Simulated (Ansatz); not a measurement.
# Si16O: the cost of one run

Program: Ansatz 0.2.0. Level of theory: DFT PBE, plane waves, PAW, scalar-relativistic, collinear spin. These are calculated values, not measurements.

### 1 Starting point

The cell holds 17 atoms (OSi16): a = 7.679 Å, b = 7.679 Å, c = 7.679 Å, α = 60.00°, β = 60.00°, γ = 60.00°.

The coordinates stand in the first input below.

### 2 Preparing the start

Contents of input.yaml:

```yaml
accuracy: low
crystal:
  lattice:
    - [0.0, 5.43, 5.43]
    - [5.43, 0.0, 5.43]
    - [5.43, 5.43, 0.0]
  atoms:
    - { symbol: Si, position: [0.0, 0.0, 0.0] }
    - { symbol: Si, position: [0.125, 0.125, 0.125] }
    - { symbol: Si, position: [0.0, 0.0, 0.5] }
    - { symbol: Si, position: [0.125, 0.125, 0.625] }
    - { symbol: Si, position: [0.0, 0.5, 0.0] }
    - { symbol: Si, position: [0.125, 0.625, 0.125] }
    - { symbol: Si, position: [0.0, 0.5, 0.5] }
    - { symbol: Si, position: [0.125, 0.625, 0.625] }
    - { symbol: Si, position: [0.5, 0.0, 0.0] }
    - { symbol: Si, position: [0.625, 0.125, 0.125] }
    - { symbol: Si, position: [0.5, 0.0, 0.5] }
    - { symbol: Si, position: [0.625, 0.125, 0.625] }
    - { symbol: Si, position: [0.5, 0.5, 0.0] }
    - { symbol: Si, position: [0.625, 0.625, 0.125] }
    - { symbol: Si, position: [0.5, 0.5, 0.5] }
    - { symbol: Si, position: [0.625, 0.625, 0.625] }
    - { symbol: O, position: [0.5659707, 0.8054779, 0.8085055], spin: 1.0 }
magnetization:
  spin_polarized: true
basis:
  ecutwfc: 420.0
kpoints:
  mp_grid: { grid: [2, 2, 2] }
hamiltonian:
  xc: pbe
scf:
  occupations: { method: fermi_dirac, width: 0.02 }
  lower_state_search: "off"
relax:
  f_tol: 0.08
  max_steps: 25
  adjacent_minimum: "off"
```

Launch:

```bash
$ ansatz run input.yaml --threads 1 --pin off --max-ram 3072MiB --backend cpu --events-out ev --progress --plain --runs-dir out
```

What time and memory should one allow on 1 thread of Arm Neoverse V2, shared host?

About 2.1 min, with a peak of 0.69 GiB.
